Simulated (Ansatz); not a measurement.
# C3H6B2: how energies converge with the basis set

An exercise on one series of results from a longer session: the logs are not shown, and one member is left open.

Program: Ansatz 0.2.0, Gaussian basis. Level of theory: one geometry, several basis sets. These are calculated values, not measurements.

The runs, in order: PBE0-D4/def2-SVP; ωB97M-V/def2-SVP; PBE0-D4/def2-QZVPP; ωB97M-V/def2-QZVPP; the functionals' def2-TZVPP values are taken from earlier runs.

## Structure used throughout

The geometry comes from an earlier relaxation with PBE0-D4 in a triple-zeta def2 set; it is a stationary point, not always the lowest conformer.

SMILES `BC(B)=C=C`, 11 atoms, charge 0, spin multiplicity 1.

Atoms are counted from 1 here; the program's logs count them from 0.

Bond lengths: B1–C2 1.545 Å, B1–H6 1.196 Å, B1–H7 1.196 Å, C2–B3 1.545 Å, C2–C4 1.325 Å, B3–H8 1.196 Å, B3–H9 1.196 Å, C4–C5 1.293 Å, C5–H10 1.084 Å, C5–H11 1.084 Å. Angles: C2–B1–H6 119.6°, C2–B1–H7 120.4°, H6–B1–H7 120.0°, B1–C2–B3 125.1°, B1–C2–C4 117.4°, B3–C2–C4 117.4°, C2–B3–H8 120.4°, C2–B3–H9 119.6°, H8–B3–H9 120.0°, C2–C4–C5 180.0°, C4–C5–H10 120.8°, C4–C5–H11 120.8°, H10–C5–H11 118.5°.

The first run:

File in.yaml:

```yaml
crystal:
  periodic: [false, false, false]
  atoms:
    - {symbol: B, position_ang: [-1.723354, 0.364501, 0.305539]}
    - {symbol: C, position_ang: [-0.212972, 0.050649, 0.386027]}
    - {symbol: B, position_ang: [0.597788, -0.087592, 1.693617]}
    - {symbol: C, position_ang: [0.438104, -0.113557, -0.756057]}
    - {symbol: C, position_ang: [1.073361, -0.274878, -1.870669]}
    - {symbol: H, position_ang: [-2.350342, 0.517062, 1.312560]}
    - {symbol: H, position_ang: [-2.266440, 0.455682, -0.756437]}
    - {symbol: H, position_ang: [1.768755, -0.329456, 1.656557]}
    - {symbol: H, position_ang: [0.048617, 0.048785, 2.747322]}
    - {symbol: H, position_ang: [1.154727, -1.255811, -2.325775]}
    - {symbol: H, position_ang: [1.537055, 0.567515, -2.371985]}
basis:
  gaussian: {orbitals: def2-SVP}
hamiltonian: {xc: pbe0, dispersion: d4}
output: {orbitals: {seedname: orbitals}}
```

Launch:

```console
$ ansatz run in.yaml --threads 2 --pin off --events-out ev --progress --plain --max-ram 4352MiB
```

Steps of the session up to this table: PBE0-D4 in def2-SVP; ωB97M-V in def2-SVP; PBE0-D4 in def2-QZVPP; ωB97M-V in def2-QZVPP.

One table of the session follows, with a row left open; its other results are not shown here.

```
functional       basis  HOMO (eV)  LUMO (eV)
   PBE0-D4    def2-SVP      -7.80      -2.32
   PBE0-D4  def2-TZVPP      -7.83      -2.37
   PBE0-D4  def2-QZVPP      -7.84      -2.38
   ωB97M-V    def2-SVP      -9.99      -0.22
   ωB97M-V  def2-TZVPP     -10.04      -0.34
   ωB97M-V  def2-QZVPP          ?          ?
```

**Question.** Estimate the row for ωB97M-V, def2-QZVPP.

The run gave: HOMO (eV): -10.04; LUMO (eV): -0.38.
